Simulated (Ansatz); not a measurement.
**BH₅S (built from SMILES B.S): a reaction path by the nudged elastic band**

Aim: the minimum-energy path between two given structures and its highest point. Both ends were relaxed at PBE0-D4 in triple zeta.

Method: PBE0-D4/def2-SVP; program: Ansatz 0.2.0, Gaussian basis.

22 further runs of the same task are left out: 22 set aside as unsound or not needed.

### Step 1. The starting structure

The first end: 7 atoms, charge 0, spin multiplicity 1.

Atoms are counted from 1 here; the program's logs count them from 0.

Bond lengths: B1–H2 1.203 Å, B1–H3 1.207 Å, B1–H4 1.207 Å, B1–S6 1.975 Å, H5–S6 1.346 Å, S6–H7 1.346 Å. Angles: H2–B1–H3 116.2°, H2–B1–H4 116.2°, H2–B1–S6 107.0°, H3–B1–H4 113.7°, H3–B1–S6 100.3°, H4–B1–S6 100.3°, B1–S6–H5 103.7°, B1–S6–H7 103.7°, H5–S6–H7 92.5°.

Geometry (Å):

```
B    -0.5743   -0.6194   -0.1536
H     0.2006   -1.1887   -0.8760
H    -0.8304   -1.1675    0.8914
H    -1.5353   -0.1215   -0.6889
H     0.8610    1.5507   -0.6017
S     0.3394    1.0007    0.5106
H     1.5389    0.5456    0.9182
```

The second end:

```
B    -0.7340    0.0231    0.5791
H     0.6596   -1.1545   -2.1806
H    -0.3958   -1.0358    1.0042
H    -1.6802    0.1597   -0.1320
H     0.8997   -0.4678   -2.0127
S     0.1466    1.5004    0.9791
H     1.1041    0.9750    1.7629
```

### Step 2. The band at PBE0-D4/def2-SVP

Input file neb/in.yaml:

```yaml
crystal:
  periodic: [false, false, false]
  atoms:
    - {symbol: B, position_ang: [-0.574279, -0.619380, -0.153616]}
    - {symbol: H, position_ang: [0.200556, -1.188747, -0.875971]}
    - {symbol: H, position_ang: [-0.830417, -1.167496, 0.891360]}
    - {symbol: H, position_ang: [-1.535277, -0.121460, -0.688867]}
    - {symbol: H, position_ang: [0.861017, 1.550742, -0.601704]}
    - {symbol: S, position_ang: [0.339443, 1.000703, 0.510607]}
    - {symbol: H, position_ang: [1.538857, 0.545637, 0.918191]}
basis:
  gaussian: {orbitals: def2-SVP}
hamiltonian: {xc: pbe0, dispersion: d4}
neb:
  images: 5
  climbing: true
  max_iterations: 40
  initial_path: idpp
  final_atoms:
    - {symbol: B, position_ang: [-0.734044, 0.023072, 0.579096]}
    - {symbol: H, position_ang: [0.659613, -1.154542, -2.180594]}
    - {symbol: H, position_ang: [-0.395835, -1.035831, 1.004243]}
    - {symbol: H, position_ang: [-1.680217, 0.159749, -0.132046]}
    - {symbol: H, position_ang: [0.899667, -0.467814, -2.012668]}
    - {symbol: S, position_ang: [0.146608, 1.500374, 0.979087]}
    - {symbol: H, position_ang: [1.104108, 0.974990, 1.762881]}
```

Command:

```
ansatz run in.yaml --threads 2 --pin off --events-out ev --progress --plain --max-ram 4352MiB
```

What does the calculation give? Wanted: from earlier runs: barrier over the separately found saddle, CCSD(T)/def2-TZVPP.

The runs gave:

| quantity | value |
| --- | --- |
| PBE0-D4/def2-SVP, 14 iterations | highest 60.4 kJ/mol (image 2), last end -11.7 kJ/mol |
| from earlier runs: barrier over the separately found saddle, CCSD(T)/def2-TZVPP | 80.8 kJ/mol |

In words: The highest image lies 60.4 kJ/mol above the first end, and it climbed, so it estimates the saddle. The ends are not quite minima at this level (largest force component 0.48 eV/Å), so the heights are unreliable: relaxing the first end would lower it and raise the barrier above it. The highest image is 20.4 kJ/mol below the CCSD(T) barrier in triple zeta, which comes from separate runs on the saddle.
